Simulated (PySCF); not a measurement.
# GdH3S3 (Gd(SH)3): the cost of one run

The runs use PySCF 2.14.0; PBE0, Gd lcecp-1-SVP with ECP53, S def2-SVP, H def2-SVP; scalar-relativistic core potentials, no spin–orbit coupling.

1 further run of the same task is left out (for a known fault of the program).

### Step 1. Starting geometry

7 atoms, charge 0, spin multiplicity 1.

Bond lengths: Gd1–S2 2.729 Å, Gd1–S4 2.729 Å, Gd1–S6 2.729 Å, S2–H3 1.341 Å, S4–H5 1.341 Å, S6–H7 1.341 Å. Angles: S2–Gd1–S4 120.0°, S2–Gd1–S6 120.0°, S4–Gd1–S6 120.0°, Gd1–S2–H3 104.2°, Gd1–S4–H5 104.2°, Gd1–S6–H7 104.2°.

Coordinates:

```xyz
7
charge 0, multiplicity 1
Gd    0.0000    0.0000    0.0000
S     2.7289    0.0000    0.0000
H     3.0589    0.0000    1.3000
S    -1.3644    2.3633    0.0000
H    -1.5294    2.6491    1.3000
S    -1.3644   -2.3633    0.0000
H    -1.5294   -2.6491    1.3000
```

Formal oxidation states: Gd +3. Each metal's 7 4f electrons lie in its core potential, so multiplicities, spins and levels count the valence alone.

### Step 2. SCF at the start, singlet

Contents of run.py (the lines that set the calculation):

```python
mol = gto.M(atom='''
Gd     0.00000     0.00000     0.00000
S      2.72890     0.00000     0.00000
H      3.05890     0.00000     1.30000
S     -1.36440     2.36330     0.00000
H     -1.52940     2.64910     1.30000
S     -1.36440    -2.36330     0.00000
H     -1.52940    -2.64910     1.30000''',
    basis={'Gd': 'lcecp-1-SVP', 'S': 'def2-SVP', 'H': 'def2-SVP'},
    ecp={'Gd': 'lcecp-1-SVP'},
    charge=0, spin=0)
mf = dft.RKS(mol, xc='PBE0')
mf.grids.atom_grid = (50, 194)  # f atoms: unpruned, at least (60, 302)
mf = mf.density_fit()  # fitting sets: Gd AutoAux, S def2-universal-JKFIT, H def2-universal-JKFIT
mf.conv_tol = 1e-08; mf.max_cycle = 55
mf.kernel(dm0)  # dm0: free metal ions and neutral atoms
```

Started as:

```console
OMP_NUM_THREADS=2 python run.py
```

What time and memory should one allow on 2 threads of Arm Neoverse V2, shared host?

About 3.3 s, with a peak of 0.55 GiB.
